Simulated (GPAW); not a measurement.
The system is Mg3TiO4.

```
CELL_PARAMETERS angstrom
4.31366 0.00000 0.00000
0.00000 4.31366 0.00000
0.00000 0.00000 4.31366
ATOMIC_POSITIONS crystal
Ti 0.00000 0.00000 0.00000
Mg 0.50000 0.50000 0.00000
Mg 0.50000 0.00000 0.50000
Mg 0.00000 0.50000 0.50000
O 0.00000 0.50000 0.00000
O 0.00000 0.00000 0.50000
O 0.50000 0.50000 0.50000
O 0.50000 0.00000 0.00000
```

The cell comes from a database or a generator and needn't be the stable form of this composition.

Base run:

| Property | Result |
| --- | --- |
| Program | GPAW 26.7.0 |
| Functional | PBEsol |
| Potentials or basis | PAW data sets generated in the run's folder for this functional |
| Cutoff | 800 eV |
| Basis | pw |
| k mesh | 6 × 6 × 6 |
| Occupations | fermi-dirac, width 0.05 eV |
| Spin | no spin polarisation |
| Hubbard terms | Ti d U = 4 eV |

Its results: pressure -5.2 GPa.

Task: The run is repeated on the same cell with these changes: hubbard terms from Ti d U = 4 eV to none. What comes out?

Result: Pressure -7.2 GPa.

Caveats: U without spin polarisation on a metal has little footing (some runs).

Not every run made on this cell is shown here.
